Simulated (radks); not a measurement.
# Gd⁴⁺ in [Xe] 4f6: an all-electron calculation

The task here is to estimate one member of a computed series from the others.

The numbers are computed with radks (a radial shooting solver on a logarithmic mesh, Libxc functionals) version 1 (scalar-relativistic Kohn-Sham, LDA (Slater exchange, Perdew-Wang correlation), spin-unpolarised, spherical densities, finite nucleus), except any that are marked as measured or tabulated.

### Starting point

- element: gadolinium (Z = 64)
- charge: +4
- electrons: 60
- configuration: [Xe] 4f6
- nuclear rms radius: 5.1569 fm

Outer shells as boxes (Hund's rule):

Gd⁴⁺
```
[Xe] core
4f [↑ ][↑ ][↑ ][↑ ][↑ ][↑ ][  ]
```

The first run:

Settings of this run:

```text
Z 64
configuration [Xe] 4f6 6s0 5d0 6p0 5f0
relativity scalar-relativistic
functional lda,pw
spin unpolarised
nucleus finite rms 5.1569 fm
c 137.035999084
```

Launch:

```
$ python run_ks.py task.json out
```

All runs below come from this command, one after another.

One of the session's tables, all rows but one given; the rest of the session is left out.

It belongs to the step «Orbitals and density». From the orbitals of this run (lengths in bohr):

| level | <r> | outermost maximum (interpolated) | 90 % within | nodes |
| --- | --- | --- | --- | --- |
| 1s | 0.02192 | 0.0139 | 0.0397 | 0 |
| 2s | 0.09335 | 0.0791 | 0.144 | 1 |
| 2p | 0.08240 | 0.0640 | 0.134 | 0 |
| 3s | 0.2447 | 0.225 | 0.359 | 2 |
| 3p | 0.2432 | 0.220 | 0.364 | 1 |
| 3d | 0.2213 | 0.180 | 0.345 | 0 |
| 4s | 0.5522 | 0.515 | 0.793 | 3 |
| 4p | 0.5840 | 0.538 | 0.849 | 2 |
| 4d | 0.6327 | 0.558 | 0.949 | 1 |
| 5s | 1.291 | 1.18 | 1.85 | 4 |
| 5p | 1.470 | 1.32 | 2.12 | 3 |
| 4f | 0.8003 | 0.558 | 1.34 | 0 |
| 5d | 1.943 | 1.68 | 2.86 | 2 |
| 6s | 2.818 | 2.66 | 3.96 | 5 |
| 6p | ? | ? | ? | ? |
| 5f | 3.521 | 3.07 | 5.22 | 1 |

Q: Estimate the row for 6p from the others.

**Answer.** <r>: 3.253; outermost maximum (interpolated): 3.07; 90 % within: 4.59; nodes: 4. In the column «<r>» it lies between 6s (2.818) and 5f (3.521).

To keep in mind: Spin polarisation and multiplet splitting are left out.
